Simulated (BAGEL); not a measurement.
**ROHF/def2-SVP (density fitting with cc-pvqz-jkfit) run of C2H3Cl2Si (SMILES [H]/[C]=C/[SiH](Cl)Cl)**

What is the energy change on altering one bond length of C2H3Cl2Si at ROHF/def2-SVP (density fitting with cc-pvqz-jkfit)? 

The results are computed with BAGEL 1.2.2.

1 further run of the same task is left out (it didn't finish).

**1. Starting point**

The species is C2H3Cl2Si (8 atoms), meant as a doublet with charge 0. SMILES: `[H]/[C]=C/[SiH](Cl)Cl`. The coordinates come from a PBE0-D4/def2-TZVP relaxation. This is one conformer, not always the lowest.

Bond lengths: C1–C2 1.302 Å, C2–Si3 1.849 Å, Si3–Cl4 2.046 Å, Si3–Cl5 2.046 Å, C1–H6 1.081 Å, C2–H7 1.096 Å, Si3–H8 1.473 Å. Angles: C1–C2–Si3 119.3°, C2–Si3–Cl4 109.6°, C2–Si3–Cl5 109.6°, Cl4–Si3–Cl5 108.1°, C1–C2–H7 121.6°, Si3–C2–H7 119.1°, C2–C1–H6 140.4°, C2–Si3–H8 111.7°, Cl4–Si3–H8 108.9°, Cl5–Si3–H8 108.9°.

**2. The energy at ROHF/def2-SVP (density fitting with cc-pvqz-jkfit)**

input.json

```json
{ "bagel": [

{
  "title": "molecule",
  "basis": "svp",
  "df_basis": "cc-pvqz-jkfit",
  "angstrom": "true",
  "geometry": [
    { "atom": "C", "xyz": [   -0.467200,    1.549800,    0.659300 ] },
    { "atom": "C", "xyz": [   -0.193600,    0.279100,    0.737900 ] },
    { "atom": "Si", "xyz": [    0.301600,   -0.635800,   -0.791100 ] },
    { "atom": "Cl", "xyz": [   -1.013100,   -2.166600,   -1.130900 ] },
    { "atom": "Cl", "xyz": [    2.164100,   -1.443500,   -0.534600 ] },
    { "atom": "H", "xyz": [   -0.772500,    2.376400,    1.285600 ] },
    { "atom": "H", "xyz": [   -0.249600,   -0.262100,    1.689000 ] },
    { "atom": "H", "xyz": [    0.322500,    0.245600,   -1.971100 ] }
  ]
},
{ "title": "rohf", "nopen": 1 },
{ "title": "print", "file": "orbitals.molden", "orbitals": "true" }

]}
```

Started as:

```console
$ BAGEL_NUM_THREADS=1 BAGEL input.json > input.out
```

Standard output:

```text
* using 1 threads per process

  ===============================================================
  ===============================================================

  *** Geometry ***

  { "atom" : "C", "xyz" : [     -0.882880,      2.928698,      1.245896 ] },
  { "atom" : "C", "xyz" : [     -0.365851,      0.527423,      1.394429 ] },
  { "atom" : "Si", "xyz" : [      0.569941,     -1.201488,     -1.494962 ] },
  { "atom" : "Cl", "xyz" : [     -1.914482,     -4.094281,     -2.137091 ] },
  { "atom" : "Cl", "xyz" : [      4.089556,     -2.727820,     -1.010248 ] },
  { "atom" : "H", "xyz" : [     -1.459813,      4.490745,      2.429432 ] },
  { "atom" : "H", "xyz" : [     -0.471676,     -0.495297,      3.191747 ] },
  { "atom" : "H", "xyz" : [      0.609437,      0.464117,     -3.724839 ] },

  Number of auxiliary basis functions:      809

  Since a DF basis is specified, we compute 2- and 3-index integrals:
    o Being stored without compression. Storage requirement is 0.061 GB

  Number of basis functions:       97
  Number of electrons      :       63

    * METHOD: MOLECULE                             0.98

  *** Open-shell HF ***

  === Nuclear Repulsion ===
   320.2080702900

      * DIIS with orbital gradients will be used.

  === ROHF iteration (svp) ===
      0      -1284.86922106          0.02168833           0.60
      1      -1284.97352030          0.00978193           0.53
      2      -1284.99272019          0.00453036           0.54
      3      -1284.99737533          0.00126288           0.65
      4      -1284.99837384          0.00058948           0.53
      5      -1284.99864605          0.00017127           0.54
      6      -1284.99870624          0.00003981           0.57
      7      -1284.99873629          0.00001457           0.57
      8      -1284.99874028          0.00000605           0.52
      9      -1284.99874074          0.00000132           0.52
     10      -1284.99874094          0.00000057           0.54
     11      -1284.99874096          0.00000023           0.53
     12      -1284.99874096          0.00000006           0.53
     13      -1284.99874097          0.00000003           0.55
     14      -1284.99874098          0.00000001           0.54
     15      -1284.99874098          0.00000001           0.54
    * SCF iteration converged.

    * S^2 (ROHF) is 0.7500

    * Permanent dipole moment:
           (    0.276045,    -0.824457,    -0.471582) a.u.

    * METHOD: ROHF                                 9.36

    * METHOD: PRINT                                0.07

  ===============================================================
```

It took 11 s on 1 thread of AMD EPYC 7R43 (Zen 3), shared host; peak memory 0.22 GiB.

**3. The distorted shape**

input.json

```json
{ "bagel" : [

{
  "title" : "molecule",
  "basis" : "svp",
  "df_basis" : "cc-pvqz-jkfit",
  "angstrom" : "true",
  "geometry" : [
    { "atom" : "C", "xyz" : [   -0.470334,    1.417614,    0.836268 ] },
    { "atom" : "C", "xyz" : [   -0.196734,    0.146914,    0.914868 ] },
    { "atom" : "Si", "xyz" : [    0.298466,   -0.767986,   -0.614132 ] },
    { "atom" : "Cl", "xyz" : [   -1.016234,   -2.298786,   -0.953932 ] },
    { "atom" : "Cl", "xyz" : [    2.160966,   -1.575686,   -0.357632 ] },
    { "atom" : "H", "xyz" : [   -0.775634,    2.244214,    1.462568 ] },
    { "atom" : "H", "xyz" : [   -0.252734,   -0.394286,    1.865968 ] },
    { "atom" : "H", "xyz" : [    0.322500,    0.245600,   -1.971100 ] }
  ]
},
{
  "title" : "rohf",
  "nopen" : 1
},
{
  "title" : "print",
  "file" : "orbitals.molden",
  "orbitals" : "true"
}

]}
```

Started as:

```console
$ BAGEL_NUM_THREADS=1 BAGEL input.json > input.out
```

Standard output:

```text
* using 1 threads per process

  ===============================================================
  ===============================================================

  *** Geometry ***

  { "atom" : "C", "xyz" : [     -0.888802,      2.678902,      1.580317 ] },
  { "atom" : "C", "xyz" : [     -0.371773,      0.277627,      1.728850 ] },
  { "atom" : "Si", "xyz" : [      0.564019,     -1.451283,     -1.160541 ] },
  { "atom" : "Cl", "xyz" : [     -1.920404,     -4.344076,     -1.802670 ] },
  { "atom" : "Cl", "xyz" : [      4.083634,     -2.977615,     -0.675827 ] },
  { "atom" : "H", "xyz" : [     -1.465736,      4.240950,      2.763853 ] },
  { "atom" : "H", "xyz" : [     -0.477598,     -0.745093,      3.526168 ] },
  { "atom" : "H", "xyz" : [      0.609437,      0.464117,     -3.724839 ] },

  Number of auxiliary basis functions:      809

  Since a DF basis is specified, we compute 2- and 3-index integrals:
    o Being stored without compression. Storage requirement is 0.061 GB

  Number of basis functions:       97
  Number of electrons      :       63

    * METHOD: MOLECULE                             0.89

  *** Open-shell HF ***

  === Nuclear Repulsion ===
   319.0968720362

      * DIIS with orbital gradients will be used.

  === ROHF iteration (svp) ===
      0      -1284.85354604          0.02164719           0.53
      1      -1284.95781346          0.00990707           0.55
      2      -1284.97749821          0.00470734           0.51
      3      -1284.98244522          0.00127018           0.54
      4      -1284.98344823          0.00060550           0.51
      5      -1284.98372157          0.00016828           0.51
      6      -1284.98378430          0.00004091           0.54
      7      -1284.98381303          0.00001487           0.65
      8      -1284.98381719          0.00000629           0.55
      9      -1284.98381768          0.00000136           0.57
     10      -1284.98381791          0.00000058           0.58
     11      -1284.98381793          0.00000026           0.57
     12      -1284.98381793          0.00000006           0.59
     13      -1284.98381794          0.00000003           0.68
     14      -1284.98381794          0.00000001           0.67
     15      -1284.98381795          0.00000001           0.56
    * SCF iteration converged.

    * S^2 (ROHF) is 0.7500

    * Permanent dipole moment:
           (    0.281861,    -0.756477,    -0.585051) a.u.

    * METHOD: ROHF                                 9.59

    * METHOD: PRINT                                0.06

  ===============================================================
```

Run time: 11 s. Hardware: 1 thread of AMD EPYC 7R43 (Zen 3), shared host; peak memory 0.22 GiB.

**4. Outcome**

At ROHF/def2-SVP (density fitting with cc-pvqz-jkfit):

| quantity | value |
| --- | --- |
| first shape: total energy | -1284.99874 Eh |
| first shape: dipole moment | 2.51 D |
| first shape: ⟨S²⟩ | 0.750 |
| distorted shape: total energy | -1284.98382 Eh |
| distorted shape: dipole moment | 2.53 D |
| distorted shape: ⟨S²⟩ | 0.750 |
| energy change with the Si3–H8 bond stretched from 1.473 to 1.694 Å | 0.406 eV |

What this shows: With the Si3–H8 bond stretched from 1.473 to 1.694 Å the energy rises by 0.41 eV (39.2 kJ/mol). The first shape isn't relaxed at this level, so the change isn't measured from a minimum.
